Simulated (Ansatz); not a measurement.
# CH5ClGeSe: basis-set convergence

How large a basis does CH5ClGeSe need? Two functionals are run in growing sets.

Program: Ansatz 0.2.0, Gaussian basis. Level of theory: one geometry, several basis sets. These are calculated values, not measurements.

Plan: PBE0-D4/def2-SVP; ωB97M-V/def2-SVP; PBE0-D4/def2-QZVPP; ωB97M-V/def2-QZVPP; the functionals' def2-TZVPP values are taken from earlier runs.

### Step 1. The geometry

An earlier PBE0-D4 in a triple-zeta def2 set relaxation fixed the geometry.

SMILES `C[Se][GeH2][Cl]`, 9 atoms, charge 0, spin multiplicity 1.

Atoms are counted from 1 here; the program's logs count them from 0.

Bond lengths: C1–Se2 1.957 Å, C1–H5 1.088 Å, C1–H6 1.088 Å, C1–H7 1.089 Å, Se2–Ge3 2.325 Å, Ge3–Cl4 2.165 Å, Ge3–H8 1.532 Å, Ge3–H9 1.535 Å. Angles: Se2–C1–H5 109.8°, Se2–C1–H6 110.5°, Se2–C1–H7 106.1°, H5–C1–H6 110.9°, H5–C1–H7 109.7°, H6–C1–H7 109.6°, C1–Se2–Ge3 96.2°, Se2–Ge3–Cl4 110.0°, Se2–Ge3–H8 109.0°, Se2–Ge3–H9 111.6°, Cl4–Ge3–H8 107.8°, Cl4–Ge3–H9 104.8°, H8–Ge3–H9 113.6°.

Geometry (Å):

```mol
CH5ClGeSe
  3D, bonds by distance, orders not assigned

  9  8  0  0  0  0  0  0  0  0999 V2000
   -0.8544    1.2334    0.5954 C   0  0
    0.4602    1.1654   -0.8522 Se  0  0
    0.8078   -1.1324   -0.7682 Ge  0  0
    1.6318   -1.6870    1.1552 Cl  0  0
   -0.4079    0.8666    1.5171 H   0  0
   -1.7380    0.6545    0.3344 H   0  0
   -1.1242    2.2817    0.7100 H   0  0
    1.8272   -1.5212   -1.8433 H   0  0
   -0.5140   -1.9074   -0.8655 H   0  0
  1  2  8  0
  2  3  8  0
  3  4  8  0
  1  5  8  0
  1  6  8  0
  1  7  8  0
  3  8  8  0
  3  9  8  0
M  END
```

### Step 2. PBE0-D4 in def2-SVP

The input, in.yaml:

```yaml
crystal:
  periodic: [false, false, false]
  atoms:
    - {symbol: C, position_ang: [-0.854360, 1.233367, 0.595431]}
    - {symbol: Se, position_ang: [0.460195, 1.165408, -0.852184]}
    - {symbol: Ge, position_ang: [0.807761, -1.132382, -0.768241]}
    - {symbol: Cl, position_ang: [1.631772, -1.687038, 1.155232]}
    - {symbol: H, position_ang: [-0.407900, 0.866590, 1.517137]}
    - {symbol: H, position_ang: [-1.737980, 0.654533, 0.334413]}
    - {symbol: H, position_ang: [-1.124212, 2.281738, 0.710037]}
    - {symbol: H, position_ang: [1.827218, -1.521244, -1.843340]}
    - {symbol: H, position_ang: [-0.513993, -1.907373, -0.865485]}
basis:
  gaussian: {orbitals: def2-SVP}
hamiltonian: {xc: pbe0, dispersion: d4}
output: {orbitals: {seedname: orbitals}}
```

Run with:

```
> ansatz run in.yaml --threads 4 --pin off --events-out ev --progress --plain --max-ram 10444MiB
```

Further steps of the session: ωB97M-V in def2-SVP; PBE0-D4 in def2-QZVPP; ωB97M-V in def2-QZVPP.

**Question.** What will the summary of the whole plan be? Wanted: PBE0-D4: double and triple zeta above quadruple; ωB97M-V: double and triple zeta above quadruple.

**Answer**, as computed:

| quantity | value |
| --- | --- |
| PBE0-D4: double and triple zeta above quadruple | 23.77, 3.03 eV |
| ωB97M-V: double and triple zeta above quadruple | 23.68, 2.94 eV |

For PBE0-D4 the step from double to triple zeta gains 20.74 eV and the next only 3.03 eV. These are total energies; as a rule much of such shifts cancels in differences, which this series doesn't test. The LUMO of ωB97M-V is positive and keeps falling with the basis (1.60 to 0.93 eV): an unbound level that the basis holds in place.
